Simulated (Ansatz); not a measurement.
**O2F (SMILES [O]OF): UCCSDTQ/STO-3G**

What is the electronic atomisation energy of O2F at UCCSDTQ/STO-3G? 

Program for the calculation: Ansatz 0.2.0.

46 further runs of the same task are left out: 12 that didn't finish, 34 set aside as unsound or not needed.

### Step 1. The system as given

The species is O2F (3 atoms), meant as a doublet with charge 0. SMILES: `[O]OF`. Geometry: relaxed at GFN2-xTB.

Bond lengths: O1–O2 1.194 Å. A long bond or contact: O2–F3 1.563 Å.

### Step 2. The energy at UCCSDTQ/STO-3G

File input.yaml:

```yaml
crystal:
  periodic: [false, false, false]
  atoms:
    - symbol: O
      position_ang: [0.949760, -0.292600, 0.491570]
    - symbol: O
      position_ang: [0.124690, 0.486900, 0.122000]
    - symbol: F
      position_ang: [-1.074440, -0.194290, -0.613560]
basis:
  gaussian: {orbitals: STO-3G}
magnetization: {spin_polarized: true, initial_magnetization: 1}
correlation: {method: ccsdtq, frozen_orbitals: {F: 1, O: 1}}
accuracy: high
scf: {omitted_lower_state_checks: [cluster_reference, increment]}
```

On the command line:

```
$ ansatz run input.yaml --threads 1 --pin off --max-ram 2610MiB --events-out events.jsonl --progress --plain --runs-dir runs
```

Log:

```text
Warning: RAYON_NUM_THREADS=1 ignored (pool sized by the plan → 1); use --threads N
[... 19 lines left out ...]
3 core orbitals not correlated: weight in the atoms' cores, before any rotation towards them, 1.000 or more for the frozen orbitals, at most 0.000 for the correlated occupied ones
[... 64 lines left out ...]
Total energy: -6686.51896683 eV, -245.7250397457 hartree
Checks for a lower state left out: cluster_reference, increment
```

Run time: 75 s. Hardware: 1 thread of Arm Neoverse V2, shared host; peak memory 0.56 GiB.

### Step 3. The F atom

File job.yaml:

```yaml
crystal:
  periodic: [false, false, false]
  atoms:
    - {symbol: F, position_ang: [0.000000, 0.000000, 0.000000]}
basis:
  gaussian:
    orbitals: STO-3G
magnetization:
  spin_polarized: true
  initial_magnetization: 1
correlation:
  method: ccsdtq
  frozen_orbitals: {F: 1}
accuracy: high
scf:
  omitted_lower_state_checks: [cluster_reference, increment]
```

On the command line:

```
$ ansatz run job.yaml --threads 1 --pin off --max-ram 2610MiB --events-out events.jsonl --progress --plain --runs-dir runs
```

Log, shortened:

```text
Warning: RAYON_NUM_THREADS=1 ignored (pool sized by the plan → 1); use --threads N
Functional definition: HF
  name "HF"
[...]
15 factors; integrals over basis functions are off by at most 1.2e-9 eV
[...]
mean field -2666.34863534 eV, -97.9865050328 hartree, gradient 0.0e0 eV, S^2 0.750000; 2 other end points of the search recorded, 0 dependent functions left out
1 core orbitals not correlated: weight in the atoms' cores, before any rotation towards them, 1.000 or more for the frozen orbitals, at most 0.000 for the correlated occupied ones
reference -2666.34863534 eV, -97.9865050328 hartree; 4, 3 occupied and 0, 1 virtual orbitals, 15 factors
second order 0.00000000 eV of doubles, 0.00000000 eV of singles
cycle   1  0.00000000 eV  change     0.0e0 eV  update    0.0e0
cycle   2  0.00000000 eV  change     0.0e0 eV  update    0.0e0
Total energy: -2666.34863534 eV, -97.9865050328 hartree
Checks for a lower state left out: cluster_reference, increment
```

It took 0.52 s on 1 thread of Arm Neoverse V2, shared host.

### Step 4. The O atom at the same level

File molecule.yaml:

```yaml
crystal:
  periodic: [false, false, false]
  atoms:
    - {symbol: O, position_ang: [0.000000, 0.000000, 0.000000]}
basis:
  gaussian:
    orbitals: STO-3G
accuracy: high
scf:
  omitted_lower_state_checks: [cluster_reference, increment]
magnetization:
  spin_polarized: true
  initial_magnetization: 2
correlation:
  method: ccsdtq
  frozen_orbitals: {O: 1}
```

On the command line:

```
$ ansatz run molecule.yaml --threads 1 --pin off --max-ram 2610MiB --events-out events.jsonl --progress --plain --runs-dir runs
```

Log, shortened:

```text
Warning: RAYON_NUM_THREADS=1 ignored (pool sized by the plan → 1); use --threads N
Functional definition: HF
  name "HF"
[...]
15 factors; integrals over basis functions are off by at most 1.1e-9 eV
[...]
mean field -2008.31323932 eV, -73.8041502613 hartree, gradient 0.0e0 eV, S^2 2.000000; 2 other end points of the search recorded, 0 dependent functions left out
1 core orbitals not correlated: weight in the atoms' cores, before any rotation towards them, 1.000 or more for the frozen orbitals, at most 0.000 for the correlated occupied ones
reference -2008.31323932 eV, -73.8041502613 hartree; 4, 2 occupied and 0, 2 virtual orbitals, 15 factors
second order 0.00000000 eV of doubles, 0.00000000 eV of singles
cycle   1  0.00000000 eV  change     0.0e0 eV  update    0.0e0
cycle   2  0.00000000 eV  change     0.0e0 eV  update    0.0e0
Total energy: -2008.31323932 eV, -73.8041502613 hartree
Checks for a lower state left out: cluster_reference, increment
```

Run time: 0.54 s. Hardware: 1 thread of Arm Neoverse V2, shared host.

### Step 5. Outcome

Level: UCCSDTQ/STO-3G, 3 core orbitals frozen.

```
                                             quantity          value
                               molecule: total energy  -245.72504 Eh
molecule: correlation energy (3 core orbitals frozen)     -134.9 mEh
          molecule: ⟨S²⟩ of the reference determinant          1.374
                              molecule: T1 diagnostic          0.069
                                 F atom: total energy   -97.98651 Eh
   F atom: correlation energy (1 core orbital frozen)        0.0 mEh
            F atom: ⟨S²⟩ of the reference determinant          0.750
                                F atom: T1 diagnostic          0.000
                                 O atom: total energy   -73.80415 Eh
   O atom: correlation energy (1 core orbital frozen)        0.0 mEh
            O atom: ⟨S²⟩ of the reference determinant          2.000
                                O atom: T1 diagnostic          0.000
                        electronic atomisation energy       3.544 eV
```

**Reading.** Taking the molecule apart into free atoms costs 3.54 eV (342 kJ/mol), before zero-point energy and without spin-orbit coupling. In a minimal basis such a difference can be off by several eV, whatever the method. ⟨S²⟩ (molecule) is 1.37 where a pure doublet has 0.75: the reference is spin-contaminated.
